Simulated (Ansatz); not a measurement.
# ScAl: the cost of one run

Computed with Ansatz 0.2.0 (DFT PBEsol, scalar-relativistic, plane waves, PAW, unless a step's input says otherwise).

## 1. The starting structure

The structure is orthorhombic, space group Cmcm (No. 63). Conventional cell: a = 4.327 Å, b = 10.500 Å, c = 3.771 Å, α = 90.00°, β = 90.00°, γ = 90.00°. Around Sc (site symmetry m2m) lie 7 Al at 2.92 to 3.16 Å. Al (site symmetry m2m) is surrounded by 2 Al at 2.59 Å and 5 Sc at 2.92 to 2.94 Å.

As a file:

```
Sc Al
1.0
     2.16340   -5.25022    0.00000
     2.16340    5.25022    0.00000
     0.00000    0.00000    3.77129
Sc Al
2 2
Cartesian
  2.1634 -3.8293 0.9428
  2.1634 3.8293 2.8285
  2.1634 -0.8873 0.9428
  2.1634 0.8873 2.8285
```

The structure comes from the Materials Project (structure only).

## 2. A change within the space group

The change: strain xx, yy, zz, yz, xz, xy = -5.1, +3.2, +4.7, +0.0, +0.0, +0.0 %; atoms moved by 0.25 Å root mean square, at most 0.28 Å.

Contents of input.yaml:

```yaml
crystal:
  lattice:
    - [2.0538877426, -5.4190135408, 0.0]
    - [2.0538877426, 5.4190135408, 0.0]
    - [0.0, 0.0, 3.9470342072]
  atoms:
    - { symbol: Sc, position: [0.8915690744, 0.1084309256, 0.25] }
    - { symbol: Sc, position: [0.1084309256, 0.8915690744, 0.75] }
    - { symbol: Al, position: [0.5642386801, 0.4357613199, 0.25] }
    - { symbol: Al, position: [0.4357613199, 0.5642386801, 0.75] }
basis:
  ecutwfc: 420
kpoints:
  mp_grid: { grid: [10, 10, 12] }
hamiltonian:
  xc: pbesol
scf:
  occupations: { method: gaussian, width: 0.1 }
output:
  forces: true
  stress: true
  eigenvalues: true
```

Command:

```bash
> ansatz run input.yaml --threads 1 --pin off --max-ram 1331MiB --backend cpu --events-out ev --progress --plain --runs-dir out
```

**Question.** How long does this run take on 1 thread of an x86-64 CPU, shared host, and how much memory does it need?

About 36 s, with a peak of 0.58 GiB.
